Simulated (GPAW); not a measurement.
Set up this calculation in GPAW 26.7.0, as an ASE script.

| Item | Value |
| --- | --- |
| Task | single point |
| Functional | r2SCAN |
| Potentials or basis | GPAW PAW data sets (gpaw-data 1.2.1) |
| Cutoff | 450 eV |
| Basis | pw |
| k mesh | 10 × 10 × 1 |
| Occupations | fermi-dirac, width 0.05 eV |
| Spin | no spin polarisation |
| Maxiter | 150 |
| Dipole layer | yes |

The system is Ag3Au4, a slab with vacuum.

```
Au Ag
1.0
     2.91518    0.00000    0.00000
    -1.45759    2.52462    0.00000
     0.00000    0.00000   29.19192
Au Ag
4 3
Cartesian
  0.0000 1.6831 7.5000
  0.0000 0.0000 12.2306
  1.4576 0.8415 16.9613
  0.0000 1.6831 21.6919
  1.4576 0.8415 9.8653
  0.0000 1.6831 14.5960
  0.0000 0.0000 19.3266
```

The cell isn't the ideal one: the (0 0 1) slab of AgAu, cut from the database cell, not relaxed.

The input as run:

run.py

```python
import numpy as np
from ase import Atoms
from ase.dft.bandgap import bandgap
from ase.io import write
from gpaw import GPAW, PW

atoms = Atoms(['Au', 'Ag', 'Au', 'Ag', 'Au', 'Ag', 'Au'],
              cell=[[2.9151757342, 0, 0.0],
                    [-1.4575878671, 2.5246162423, 0.0],
                    [0.0, 0.0, 29.1919232349]],
              scaled_positions=[[0.3333333333, 0.6666666667, 0.2569203796],
                                [0.6666666667, 0.3333333333, 0.3379469198],
                                [0, 0, 0.4189734599],
                                [0.3333333334, 0.6666666667, 0.5],
                                [0.6666666667, 0.3333333333, 0.5810265401],
                                [0, 0, 0.6620530802],
                                [0.3333333334, 0.6666666667, 0.7430796204]],
              pbc=True)
atoms.pbc = (True, True, False)

calc = GPAW(mode=PW(450),
            xc='MGGA_X_R2SCAN+MGGA_C_R2SCAN',
            kpts={'size': (10, 10, 1), 'gamma': True},
            occupations={'name': 'fermi-dirac', 'width': 0.05},
            nbands=81,
            convergence={'density': 1e-05, 'energy': 1e-05},
            maxiter=150,
            poissonsolver={'dipolelayer': 'xy'},
            txt='gpaw.txt')
atoms.calc = calc
energy = atoms.get_potential_energy()
forces = atoms.get_forces()
calc.write('gs.gpw')
write('result.traj', atoms)
print(f'Energy: {energy:.6f} eV')
print('Forces (eV/A):')
print(forces.round(4))
print('Fermi level:', round(calc.get_fermi_level(), 4), 'eV')
print(f'Gap: {bandgap(calc)[0]:.4f} eV, direct: {bandgap(calc, direct=True)[0]:.4f} eV')

v = calc.get_electrostatic_potential().mean(axis=(0, 1))
z = np.arange(len(v)) * atoms.cell[2, 2] / len(v)
ef = calc.get_fermi_level()
np.savetxt('planar.dat', np.c_[z, v], fmt='%.4f')
below, above = np.interp([1.5, atoms.cell[2, 2] - 1.5], z, v) - ef
print(f'Work functions: bottom {below:.4f} eV, top {above:.4f} eV')
print('Dipole moment:', *calc.get_dipole_moment().round(5), 'e A')
```

Potentials or basis: GPAW PAW data sets (gpaw-data 1.2.1), pw.

Launch:

```console
$ OMP_NUM_THREADS=1 python run.py
```

Results of the run:

The largest force is 0.078 eV/Å. The band gap on the k mesh is none (metal or under the smearing width) and the dipole across the slab is 0.00 e·Å. The work function of the upper face is 4.80 eV and the work function of the lower face is 4.80 eV.

Caveat: the PAW data sets were made with another functional, which shifts forces and pressure a little.

Wall time 5.3 min on 1 thread of Intel(R) Xeon(R) Platinum 8375C CPU @ 2.90GHz (Ice Lake) (shared host), peak memory 0.49 GiB.
